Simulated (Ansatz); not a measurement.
# GaHCl2 (singlet): PBE-QIDH, RKS PBE0, RPA-PBE over a scan of the distance Cl1–Ga2, cc-pVDZ, part 2 of 2

Ansatz 0.2.0, Gaussian basis; cc-pVDZ, all electrons in the functionals, frozen cores in the correlation of double hybrids and RPA. Earlier steps stand in the parts before.

## 15. RKS PBE0, 4.746 Å

in.yaml

```yaml
crystal:
  periodic: [false, false, false]
  atoms:
    - {symbol: Cl, position_ang: [0.000000, -1.629227, 3.456388]}
    - {symbol: Ga, position_ang: [0.000000, 0.909479, -0.553536]}
    - {symbol: Cl, position_ang: [0.000000, -0.229169, -2.352048]}
    - {symbol: H, position_ang: [0.000000, 2.454645, -0.553536]}
basis:
  gaussian: {orbitals: cc-pVDZ}
hamiltonian: {xc: {name: PBE0}}
```

Command:

```bash
$ ansatz run in.yaml --threads 1 --pin off --events-out ev --progress --plain --max-ram 2393MiB
```

What it wrote (excerpt; [...] marks lines left out):

```text
Functional definition: PBE0
  name "PBE0"
  cite "Adamo & Barone, J. Chem. Phys. 110, 6158 (1999) doi:10.1063/1.478522"
  cite "Perdew, Burke & Ernzerhof, Phys. Rev. Lett. 77, 3865 (1996) doi:10.1103/PhysRevLett.77.3865"
  parent pbe
[...]
757 factors; integrals over basis functions are off by at most 1.0e-3 eV
[...]
mean field -77421.97777967 eV, -2845.2052049014 hartree, gradient 1.4e-5 eV, S^2 0.000000; 4 other end points of the search recorded, 0 dependent functions left out
reference -77421.97780806 eV, -2845.2052059446 hartree; 33, 33 occupied and 35, 35 virtual orbitals, 757 factors
Total energy: -77421.97780806 eV, -2845.2052059446 hartree
```

Wall time 8.5 s (1 thread of Intel Xeon at 2.50GHz, shared host).

## 16. RKS PBE0, 5.869 Å

in.yaml

```yaml
crystal:
  periodic: [false, false, false]
  atoms:
    - {symbol: Cl, position_ang: [0.000000, -2.079573, 4.167717]}
    - {symbol: Ga, position_ang: [0.000000, 1.059842, -0.791037]}
    - {symbol: Cl, position_ang: [0.000000, -0.078806, -2.589549]}
    - {symbol: H, position_ang: [0.000000, 2.605008, -0.791037]}
basis:
  gaussian: {orbitals: cc-pVDZ}
hamiltonian: {xc: {name: PBE0}}
```

Same command.

What it wrote (excerpt; [...] marks lines left out):

```text
Functional definition: PBE0
  name "PBE0"
  cite "Adamo & Barone, J. Chem. Phys. 110, 6158 (1999) doi:10.1063/1.478522"
  cite "Perdew, Burke & Ernzerhof, Phys. Rev. Lett. 77, 3865 (1996) doi:10.1103/PhysRevLett.77.3865"
  parent pbe
[...]
757 factors; integrals over basis functions are off by at most 1.0e-3 eV
[...]
mean field -77421.52648354 eV, -2845.1886200745 hartree, gradient 8.4e-7 eV, S^2 0.000000; 4 other end points of the search recorded, 0 dependent functions left out
reference -77421.52651306 eV, -2845.1886211596 hartree; 33, 33 occupied and 35, 35 virtual orbitals, 757 factors
Total energy: -77421.52651306 eV, -2845.1886211596 hartree
```

Run time: 10 s. Hardware: 1 thread of Intel Xeon at 2.50GHz, shared host.

## 17. RKS PBE0, 7.155 Å

in.yaml

```yaml
crystal:
  periodic: [false, false, false]
  atoms:
    - {symbol: Cl, position_ang: [0.000000, -2.595286, 4.982293]}
    - {symbol: Ga, position_ang: [0.000000, 1.232029, -1.063010]}
    - {symbol: Cl, position_ang: [0.000000, 0.093381, -2.861522]}
    - {symbol: H, position_ang: [0.000000, 2.777195, -1.063010]}
basis:
  gaussian: {orbitals: cc-pVDZ}
hamiltonian: {xc: {name: PBE0}}
```

The command is unchanged.

What it wrote (excerpt; [...] marks lines left out):

```text
Functional definition: PBE0
  name "PBE0"
  cite "Adamo & Barone, J. Chem. Phys. 110, 6158 (1999) doi:10.1063/1.478522"
  cite "Perdew, Burke & Ernzerhof, Phys. Rev. Lett. 77, 3865 (1996) doi:10.1103/PhysRevLett.77.3865"
  parent pbe
[...]
757 factors; integrals over basis functions are off by at most 1.0e-3 eV
[...]
mean field -77421.33223206 eV, -2845.1814814642 hartree, gradient 5.6e-6 eV, S^2 0.000000; 3 other end points of the search recorded, 0 dependent functions left out
reference -77421.33226372 eV, -2845.1814826279 hartree; 33, 33 occupied and 35, 35 virtual orbitals, 757 factors
Total energy: -77421.33226372 eV, -2845.1814826279 hartree
```

Run time: 11 s. Hardware: 1 thread of Intel Xeon at 2.50GHz, shared host.

## 18. RPA-PBE, 1.684 Å

in.yaml

```yaml
crystal:
  periodic: [false, false, false]
  atoms:
    - {symbol: Cl, position_ang: [0.000000, -0.401301, 1.516860]}
    - {symbol: Ga, position_ang: [0.000000, 0.499495, 0.094039]}
    - {symbol: Cl, position_ang: [0.000000, -0.639153, -1.704473]}
    - {symbol: H, position_ang: [0.000000, 2.044661, 0.094039]}
basis:
  gaussian: {orbitals: cc-pVDZ}
hamiltonian: {xc: {name: PBE}}
correlation: {method: rpa, electrons: outside_noble_gas}
```

Same command.

What it wrote (excerpt; [...] marks lines left out):

```text
Functional definition: PBE
  name "PBE"
  cite "Perdew, Burke & Ernzerhof, Phys. Rev. Lett. 77, 3865 (1996) doi:10.1103/PhysRevLett.77.3865"
  parent pbe
[...]
760 factors; integrals over basis functions are off by at most 7.8e-4 eV
[...]
mean field -77419.74349473 eV, -2845.1230964444 hartree, gradient 1.8e-6 eV, S^2 0.000000; 0 other end points of the search recorded, 0 dependent functions left out
24 core orbitals not correlated: weight in the atoms' cores, before any rotation towards them, 0.521 or more for the frozen orbitals, at most 0.424 for the correlated occupied ones
reference -77355.04532712 eV, -2842.7454826387 hartree; 9, 9 occupied and 35, 35 virtual orbitals, 760 factors
Total energy: -77369.55666192 eV, -2843.2787643565 hartree
```

It took 6 s on 1 thread of Intel Xeon at 2.50GHz, shared host.

## 19. RPA-PBE, 1.923 Å

in.yaml

```yaml
crystal:
  periodic: [false, false, false]
  atoms:
    - {symbol: Cl, position_ang: [0.000000, -0.497145, 1.668247]}
    - {symbol: Ga, position_ang: [0.000000, 0.531496, 0.043493]}
    - {symbol: Cl, position_ang: [0.000000, -0.607152, -1.755019]}
    - {symbol: H, position_ang: [0.000000, 2.076662, 0.043493]}
basis:
  gaussian: {orbitals: cc-pVDZ}
hamiltonian: {xc: {name: PBE}}
correlation: {method: rpa, electrons: outside_noble_gas}
```

Launched as before.

What it wrote (excerpt; [...] marks lines left out):

```text
Functional definition: PBE
  name "PBE"
  cite "Perdew, Burke & Ernzerhof, Phys. Rev. Lett. 77, 3865 (1996) doi:10.1103/PhysRevLett.77.3865"
  parent pbe
[...]
760 factors; integrals over basis functions are off by at most 8.3e-4 eV
[...]
mean field -77422.81112716 eV, -2845.2358298570 hartree, gradient 1.1e-6 eV, S^2 0.000000; 0 other end points of the search recorded, 0 dependent functions left out
24 core orbitals not correlated: weight in the atoms' cores, before any rotation towards them, 0.641 or more for the frozen orbitals, at most 0.317 for the correlated occupied ones
reference -77358.24052464 eV, -2842.8629039817 hartree; 9, 9 occupied and 35, 35 virtual orbitals, 760 factors
Total energy: -77372.87019617 eV, -2843.4005344942 hartree
```

Run time: 6 s. Hardware: 1 thread of Intel Xeon at 2.50GHz, shared host.

## 20. RPA-PBE, 2.129 Å

in.yaml

```yaml
crystal:
  periodic: [false, false, false]
  atoms:
    - {symbol: Cl, position_ang: [0.000000, -0.579616, 1.798512]}
    - {symbol: Ga, position_ang: [0.000000, 0.559032, 0.000000]}
    - {symbol: Cl, position_ang: [0.000000, -0.579616, -1.798512]}
    - {symbol: H, position_ang: [0.000000, 2.104198, 0.000000]}
basis:
  gaussian: {orbitals: cc-pVDZ}
hamiltonian: {xc: {name: PBE}}
correlation: {method: rpa, electrons: outside_noble_gas}
```

The command is unchanged.

What it wrote (excerpt; [...] marks lines left out):

```text
Functional definition: PBE
  name "PBE"
  cite "Perdew, Burke & Ernzerhof, Phys. Rev. Lett. 77, 3865 (1996) doi:10.1103/PhysRevLett.77.3865"
  parent pbe
[...]
758 factors; integrals over basis functions are off by at most 8.9e-4 eV
[...]
mean field -77423.42120685 eV, -2845.2582498720 hartree, gradient 1.0e-6 eV, S^2 0.000000; 0 other end points of the search recorded, 0 dependent functions left out
24 core orbitals not correlated: weight in the atoms' cores, before any rotation towards them, 0.861 or more for the frozen orbitals, at most 0.134 for the correlated occupied ones
reference -77358.81501179 eV, -2842.8840159953 hartree; 9, 9 occupied and 35, 35 virtual orbitals, 758 factors
Total energy: -77373.54985700 eV, -2843.4255115691 hartree
```

Wall time 7 s (1 thread of Intel Xeon at 2.50GHz, shared host).

## 21. RPA-PBE, 2.327 Å

in.yaml

```yaml
crystal:
  periodic: [false, false, false]
  atoms:
    - {symbol: Cl, position_ang: [0.000000, -0.659157, 1.924148]}
    - {symbol: Ga, position_ang: [0.000000, 0.585589, -0.041948]}
    - {symbol: Cl, position_ang: [0.000000, -0.553059, -1.840460]}
    - {symbol: H, position_ang: [0.000000, 2.130755, -0.041948]}
basis:
  gaussian: {orbitals: cc-pVDZ}
hamiltonian: {xc: {name: PBE}}
correlation: {method: rpa, electrons: outside_noble_gas}
```

The command is unchanged.

What it wrote (excerpt; [...] marks lines left out):

```text
Functional definition: PBE
  name "PBE"
  cite "Perdew, Burke & Ernzerhof, Phys. Rev. Lett. 77, 3865 (1996) doi:10.1103/PhysRevLett.77.3865"
  parent pbe
[...]
756 factors; integrals over basis functions are off by at most 9.3e-4 eV
[...]
mean field -77423.27823850 eV, -2845.2529958821 hartree, gradient 3.1e-6 eV, S^2 0.000000; 0 other end points of the search recorded, 0 dependent functions left out
24 core orbitals not correlated: weight in the atoms' cores, before any rotation towards them, 0.875 or more for the frozen orbitals, at most 0.126 for the correlated occupied ones
reference -77358.57425544 eV, -2842.8751683626 hartree; 9, 9 occupied and 35, 35 virtual orbitals, 756 factors
Total energy: -77373.41090766 eV, -2843.4204052749 hartree
```

Run time: 5.5 s. Hardware: 1 thread of Intel Xeon at 2.50GHz, shared host.

From 2.129 Å: +3.2 kcal/mol.

## 22. RPA-PBE, 2.573 Å

in.yaml

```yaml
crystal:
  periodic: [false, false, false]
  atoms:
    - {symbol: Cl, position_ang: [0.000000, -0.757809, 2.079969]}
    - {symbol: Ga, position_ang: [0.000000, 0.618527, -0.093974]}
    - {symbol: Cl, position_ang: [0.000000, -0.520121, -1.892486]}
    - {symbol: H, position_ang: [0.000000, 2.163693, -0.093974]}
basis:
  gaussian: {orbitals: cc-pVDZ}
hamiltonian: {xc: {name: PBE}}
correlation: {method: rpa, electrons: outside_noble_gas}
```

Same command.

What it wrote (excerpt; [...] marks lines left out):

```text
Functional definition: PBE
  name "PBE"
  cite "Perdew, Burke & Ernzerhof, Phys. Rev. Lett. 77, 3865 (1996) doi:10.1103/PhysRevLett.77.3865"
  parent pbe
[...]
756 factors; integrals over basis functions are off by at most 9.6e-4 eV
[...]
mean field -77422.72221223 eV, -2845.2325622935 hartree, gradient 1.6e-6 eV, S^2 0.000000; 0 other end points of the search recorded, 0 dependent functions left out
24 core orbitals not correlated: weight in the atoms' cores, before any rotation towards them, 0.879 or more for the frozen orbitals, at most 0.130 for the correlated occupied ones
reference -77357.85446402 eV, -2842.8487165157 hartree; 9, 9 occupied and 35, 35 virtual orbitals, 756 factors
Total energy: -77372.82124831 eV, -2843.3987356936 hartree
```

It took 5.5 s on 1 thread of Intel Xeon at 2.50GHz, shared host.

From 2.129 Å: +16.8 kcal/mol.

## 23. RPA-PBE, 2.981 Å

in.yaml

```yaml
crystal:
  periodic: [false, false, false]
  atoms:
    - {symbol: Cl, position_ang: [0.000000, -0.921425, 2.338404]}
    - {symbol: Ga, position_ang: [0.000000, 0.673156, -0.180261]}
    - {symbol: Cl, position_ang: [0.000000, -0.465492, -1.978773]}
    - {symbol: H, position_ang: [0.000000, 2.218322, -0.180261]}
basis:
  gaussian: {orbitals: cc-pVDZ}
hamiltonian: {xc: {name: PBE}}
correlation: {method: rpa, electrons: outside_noble_gas}
```

Same command.

What it wrote (excerpt; [...] marks lines left out):

```text
Functional definition: PBE
  name "PBE"
  cite "Perdew, Burke & Ernzerhof, Phys. Rev. Lett. 77, 3865 (1996) doi:10.1103/PhysRevLett.77.3865"
  parent pbe
[...]
756 factors; integrals over basis functions are off by at most 9.9e-4 eV
[...]
mean field -77421.64876982 eV, -2845.1931140124 hartree, gradient 6.7e-6 eV, S^2 0.000000; 0 other end points of the search recorded, 0 dependent functions left out
24 core orbitals not correlated: weight in the atoms' cores, before any rotation towards them, 0.885 or more for the frozen orbitals, at most 0.123 for the correlated occupied ones
reference -77356.46200284 eV, -2842.7975445113 hartree; 9, 9 occupied and 35, 35 virtual orbitals, 756 factors
Total energy: -77371.69679057 eV, -2843.3574126338 hartree
```

Run time: 6 s. Hardware: 1 thread of Intel Xeon at 2.50GHz, shared host.

From 2.129 Å: +42.7 kcal/mol.

## 24. RPA-PBE, 3.486 Å

in.yaml

```yaml
crystal:
  periodic: [false, false, false]
  atoms:
    - {symbol: Cl, position_ang: [0.000000, -1.123941, 2.658280]}
    - {symbol: Ga, position_ang: [0.000000, 0.740772, -0.287062]}
    - {symbol: Cl, position_ang: [0.000000, -0.397876, -2.085574]}
    - {symbol: H, position_ang: [0.000000, 2.285938, -0.287062]}
basis:
  gaussian: {orbitals: cc-pVDZ}
magnetization: {spin_polarized: true, initial_magnetization: 0}
hamiltonian: {xc: {name: PBE}}
correlation: {method: rpa, electrons: outside_noble_gas}
```

Same command.

What it wrote (excerpt; [...] marks lines left out):

```text
Functional definition: PBE
  name "PBE"
  cite "Perdew, Burke & Ernzerhof, Phys. Rev. Lett. 77, 3865 (1996) doi:10.1103/PhysRevLett.77.3865"
  parent pbe
[...]
756 factors; integrals over basis functions are off by at most 1.0e-3 eV
[...]
mean field -77420.59227427 eV, -2845.1542885173 hartree, gradient 6.5e-6 eV, S^2 0.000000; 11 other end points of the search recorded, 0 dependent functions left out
24 core orbitals not correlated: weight in the atoms' cores, before any rotation towards them, 0.886 or more for the frozen orbitals, at most 0.120 for the correlated occupied ones
reference -77354.97412320 eV, -2842.7428659430 hartree; 9, 9 occupied and 35, 35 virtual orbitals, 756 factors
Total energy: -77370.66213740 eV, -2843.3193898309 hartree
```

It took 31 s on 1 thread of Intel Xeon at 2.50GHz, shared host.

From the report: ⟨S²⟩ of the determinant 0.000 (pure singlet: 0.00).

From 2.129 Å: +66.6 kcal/mol.

## 25. RPA-PBE, 3.936 Å

in.yaml

```yaml
crystal:
  periodic: [false, false, false]
  atoms:
    - {symbol: Cl, position_ang: [0.000000, -1.304400, 2.943319]}
    - {symbol: Ga, position_ang: [0.000000, 0.801025, -0.382231]}
    - {symbol: Cl, position_ang: [0.000000, -0.337623, -2.180743]}
    - {symbol: H, position_ang: [0.000000, 2.346191, -0.382231]}
basis:
  gaussian: {orbitals: cc-pVDZ}
magnetization: {spin_polarized: true, initial_magnetization: 0}
hamiltonian: {xc: {name: PBE}}
correlation: {method: rpa, electrons: outside_noble_gas}
```

Launched as before.

What it wrote (excerpt; [...] marks lines left out):

```text
Functional definition: PBE
  name "PBE"
  cite "Perdew, Burke & Ernzerhof, Phys. Rev. Lett. 77, 3865 (1996) doi:10.1103/PhysRevLett.77.3865"
  parent pbe
[...]
757 factors; integrals over basis functions are off by at most 1.0e-3 eV
[...]
mean field -77420.00009090 eV, -2845.1325261797 hartree, gradient 2.3e-6 eV, S^2 0.304156; 13 other end points of the search recorded, 0 dependent functions left out
24 core orbitals not correlated: weight in the atoms' cores, before any rotation towards them, 0.876 or more for the frozen orbitals, at most 0.129 for the correlated occupied ones
reference -77354.62194331 eV, -2842.7299235706 hartree; 9, 9 occupied and 35, 35 virtual orbitals, 757 factors
Total energy: -77370.18122492 eV, -2843.3017166233 hartree
```

Wall time 54 s (1 thread of Intel Xeon at 2.50GHz, shared host).

From the report: ⟨S²⟩ of the determinant 0.304 (pure singlet: 0.00).

From 2.129 Å: +77.7 kcal/mol.

## 26. RPA-PBE, 4.746 Å

in.yaml

```yaml
crystal:
  periodic: [false, false, false]
  atoms:
    - {symbol: Cl, position_ang: [0.000000, -1.629227, 3.456388]}
    - {symbol: Ga, position_ang: [0.000000, 0.909479, -0.553536]}
    - {symbol: Cl, position_ang: [0.000000, -0.229169, -2.352048]}
    - {symbol: H, position_ang: [0.000000, 2.454645, -0.553536]}
basis:
  gaussian: {orbitals: cc-pVDZ}
magnetization: {spin_polarized: true, initial_magnetization: 0}
hamiltonian: {xc: {name: PBE}}
correlation: {method: rpa, electrons: outside_noble_gas}
```

The command is unchanged.

What it wrote (excerpt; [...] marks lines left out):

```text
Functional definition: PBE
  name "PBE"
  cite "Perdew, Burke & Ernzerhof, Phys. Rev. Lett. 77, 3865 (1996) doi:10.1103/PhysRevLett.77.3865"
  parent pbe
[...]
757 factors; integrals over basis functions are off by at most 1.0e-3 eV
[...]
mean field -77419.56982678 eV, -2845.1167142651 hartree, gradient 3.6e-8 eV, S^2 0.628224; 13 other end points of the search recorded, 0 dependent functions left out
24 core orbitals not correlated: weight in the atoms' cores, before any rotation towards them, 0.859 or more for the frozen orbitals, at most 0.146 for the correlated occupied ones
reference -77354.44760673 eV, -2842.7235168196 hartree; 9, 9 occupied and 35, 35 virtual orbitals, 757 factors
Total energy: -77370.00477595 eV, -2843.2952322433 hartree
```

It took 58 s on 1 thread of Intel Xeon at 2.50GHz, shared host.

From the report: ⟨S²⟩ of the determinant 0.628 (pure singlet: 0.00). The determinant is far from a pure spin state, so its energy mixes those of several spin states (harmless only where they are near-degenerate, as at dissociation).

From 2.129 Å: +81.8 kcal/mol.

## 27. RPA-PBE, 5.869 Å

in.yaml

```yaml
crystal:
  periodic: [false, false, false]
  atoms:
    - {symbol: Cl, position_ang: [0.000000, -2.079573, 4.167717]}
    - {symbol: Ga, position_ang: [0.000000, 1.059842, -0.791037]}
    - {symbol: Cl, position_ang: [0.000000, -0.078806, -2.589549]}
    - {symbol: H, position_ang: [0.000000, 2.605008, -0.791037]}
basis:
  gaussian: {orbitals: cc-pVDZ}
magnetization: {spin_polarized: true, initial_magnetization: 0}
hamiltonian: {xc: {name: PBE}}
correlation: {method: rpa, electrons: outside_noble_gas}
```

The command is unchanged.

What it wrote (excerpt; [...] marks lines left out):

```text
Functional definition: PBE
  name "PBE"
  cite "Perdew, Burke & Ernzerhof, Phys. Rev. Lett. 77, 3865 (1996) doi:10.1103/PhysRevLett.77.3865"
  parent pbe
[...]
757 factors; integrals over basis functions are off by at most 1.0e-3 eV
[...]
mean field -77419.39493098 eV, -2845.1102869628 hartree, gradient 6.7e-10 eV, S^2 0.736638; 13 other end points of the search recorded, 0 dependent functions left out
24 core orbitals not correlated: weight in the atoms' cores, before any rotation towards them, 0.848 or more for the frozen orbitals, at most 0.156 for the correlated occupied ones
reference -77354.28081433 eV, -2842.7173873120 hartree; 9, 9 occupied and 35, 35 virtual orbitals, 757 factors
Total energy: -77370.06272267 eV, -2843.2973617462 hartree
```

It took 74 s on 1 thread of Intel Xeon at 2.50GHz, shared host.

From the report: ⟨S²⟩ of the determinant 0.737 (pure singlet: 0.00). The determinant is far from a pure spin state, so its energy mixes those of several spin states (harmless only where they are near-degenerate, as at dissociation).

From 2.129 Å: +80.4 kcal/mol.

## 28. RPA-PBE, 7.155 Å

in.yaml

```yaml
crystal:
  periodic: [false, false, false]
  atoms:
    - {symbol: Cl, position_ang: [0.000000, -2.595286, 4.982293]}
    - {symbol: Ga, position_ang: [0.000000, 1.232029, -1.063010]}
    - {symbol: Cl, position_ang: [0.000000, 0.093381, -2.861522]}
    - {symbol: H, position_ang: [0.000000, 2.777195, -1.063010]}
basis:
  gaussian: {orbitals: cc-pVDZ}
magnetization: {spin_polarized: true, initial_magnetization: 0}
hamiltonian: {xc: {name: PBE}}
correlation: {method: rpa, electrons: outside_noble_gas}
```

The command is unchanged.

What it wrote (excerpt; [...] marks lines left out):

```text
Functional definition: PBE
  name "PBE"
  cite "Perdew, Burke & Ernzerhof, Phys. Rev. Lett. 77, 3865 (1996) doi:10.1103/PhysRevLett.77.3865"
  parent pbe
[...]
757 factors; integrals over basis functions are off by at most 1.0e-3 eV
[...]
mean field -77419.34168682 eV, -2845.1083302760 hartree, gradient 3.0e-10 eV, S^2 0.770291; 12 other end points of the search recorded, 0 dependent functions left out
24 core orbitals not correlated: weight in the atoms' cores, before any rotation towards them, 0.843 or more for the frozen orbitals, at most 0.162 for the correlated occupied ones
reference -77354.21553780 eV, -2842.7149884438 hartree; 9, 9 occupied and 35, 35 virtual orbitals, 757 factors
Total energy: -77370.17238739 eV, -2843.3013918502 hartree
```

It took 54 s on 1 thread of Intel Xeon at 2.50GHz, shared host.

From the report: ⟨S²⟩ of the determinant 0.770 (pure singlet: 0.00). The determinant is far from a pure spin state, so its energy mixes those of several spin states (harmless only where they are near-degenerate, as at dissociation).

From 2.129 Å: +77.9 kcal/mol.

## 29. The comparison

The yardstick is RCCSDT(Q), where the cluster series has nearly closed. It comes from earlier runs at the same points. Energies in kcal/mol, counted from 2.129 Å; blanks weren't run or aren't comparable.

```
    level  1.684 Å  1.923 Å  2.129 Å  2.327 Å  2.573 Å  2.981 Å  3.486 Å  3.936 Å  4.746 Å  5.869 Å  7.155 Å
RCCSDT(Q)     90.4     14.9      0.0      3.9     18.2     46.0                                             
 PBE-QIDH     83.3     12.4      0.0      5.5     21.2     50.8     82.3     95.0    101.3    102.1    102.2
 RKS PBE0     82.3     12.7      0.0      4.7     19.3     46.7     74.2     91.2    109.1    119.5    124.0
  RPA-PBE     92.1     15.7      0.0      3.2     16.8     42.7     66.6     77.7     81.8     80.4     77.9
```

Largest miss and mean time a point (RCCSDT(Q) took 2.6 min a point; shared hosts):

```
   level  largest miss (kcal/mol)    where  time a point
PBE-QIDH                     -7.2  1.684 Å          25 s
RKS PBE0                     -8.1  1.684 Å           8 s
 RPA-PBE                     -3.2  2.981 Å          28 s
```

## 30. Summary of results

This closing draws on all 2 parts.

| quantity | value |
| --- | --- |
| span of the RCCSDT(Q) curve (points where it is known) | 90.4 kcal/mol |
| largest miss, PBE-QIDH | -7.2 kcal/mol (1.684 Å) |
| largest miss, RKS PBE0 | -8.1 kcal/mol (1.684 Å) |
| largest miss, RPA-PBE | -3.2 kcal/mol (2.981 Å) |

What this shows: Misses are known at 5 of 10 points at best, and only functionals with that many are ranked. Of the functionals, RPA-PBE keep the smallest largest miss at the points compared (at most 3.2 kcal/mol) and RKS PBE0 strays most (8.1 kcal/mol, at 1.684 Å). PBE-QIDH, RPA-PBE clearly break the spin symmetry at some points (⟨S²⟩ up to 1.01 above the pure value), so energy there is bought with a mixed spin. Functionals and the yardstick converge differently with the basis, so part of each miss in cc-pVDZ is the basis. The program flags that the yardstick's amplitudes may have other solutions at some points.
